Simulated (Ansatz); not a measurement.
Wanted: the native input for an Ansatz 0.2.0 run.

```yaml
Task: electric field gradients
Functional: PBE
Potentials_or_basis: Ansatz PAW
Cutoff: "420 eV (not typed: the program's choice for these potentials)"
k_mesh: 5 × 5 × 4
Occupations: fermi-dirac, width 0.05 eV
Spin: no spin polarisation
```

HfIn4SiO6:

```
Hf In Si O
1.0
     3.23023   -5.57768   -0.02470
     3.23023    5.57768   -0.02470
    -1.49068    0.00000    6.32030
Hf In Si O
1 4 1 6
Cartesian
  0.6440 0.0000 0.0526
  4.1040 -1.7301 0.0202
  4.1040 1.7301 0.0202
  1.7482 -1.8121 3.0400
  1.7482 1.8121 3.0400
  4.8557 0.0000 2.7718
  4.0293 -1.3765 2.3731
  4.0293 1.3765 2.3731
  -0.2525 0.0000 1.8631
  5.2892 0.0000 4.3477
  1.7422 -1.5806 0.4557
  1.7422 1.5806 0.4557
```

The cell was built by a generator and needn't be a form met in nature.

These files were run (other wordings do the same):

input.yaml

```yaml
crystal:
  lattice:
    - [3.23023, -5.57768, -0.0247]
    - [3.23023, 5.57768, -0.0247]
    - [-1.49068, 0.0, 6.3203]
  atoms:
    - { symbol: Hf, position: [0.10178, 0.10178, 0.00912] }
    - { symbol: In, position: [0.79222, 0.48204, 0.00818] }
    - { symbol: In, position: [0.48204, 0.79222, 0.00818] }
    - { symbol: In, position: [0.54472, 0.21983, 0.48398] }
    - { symbol: In, position: [0.21983, 0.54472, 0.48398] }
    - { symbol: Si, position: [0.85433, 0.85433, 0.44523] }
    - { symbol: O, position: [0.835, 0.58822, 0.38104] }
    - { symbol: O, position: [0.58822, 0.835, 0.38104] }
    - { symbol: O, position: [0.02899, 0.02899, 0.295] }
    - { symbol: O, position: [0.9792, 0.9792, 0.69555] }
    - { symbol: O, position: [0.42852, 0.14514, 0.07435] }
    - { symbol: O, position: [0.14514, 0.42852, 0.07435] }
hamiltonian:
  xc: pbe
  pseudopotentials: { kind: paw, frozen_core: stored }
kpoints:
  mp_grid: { grid: [5, 5, 4] }
scf:
  occupations: { method: fermi_dirac, width: 0.05 }
output:
  forces: true
  stress: true
  eigenvalues: true
  efg: {}
```

Potentials or basis: Ansatz PAW.

Run with:

```bash
$ ansatz run input.yaml --threads 8 --pin off --max-ram 20480MiB --backend cpu --events-out ev --progress --plain --runs-dir out
```

Results of the run:

| Item | Value |
| --- | --- |
| Pressure | 0.0 GPa |
| Largest force | 0.007 eV/Å |
| Band gap on the k mesh | 0.64 eV, indirect (least direct gap 0.90 eV) |

Caveat: odd divisions of the mesh miss points on the zone boundary, where band edges often lie, so the gap on the mesh can be too wide; the pressure holds a Pulay correction of +0.3 GPa for the finite cutoff; spin-orbit coupling is left out, which moves the levels of the heavy elements.

It took 6.6 s on 8 threads of Arm Neoverse V2, on a shared host, peak memory 1.2 GiB.
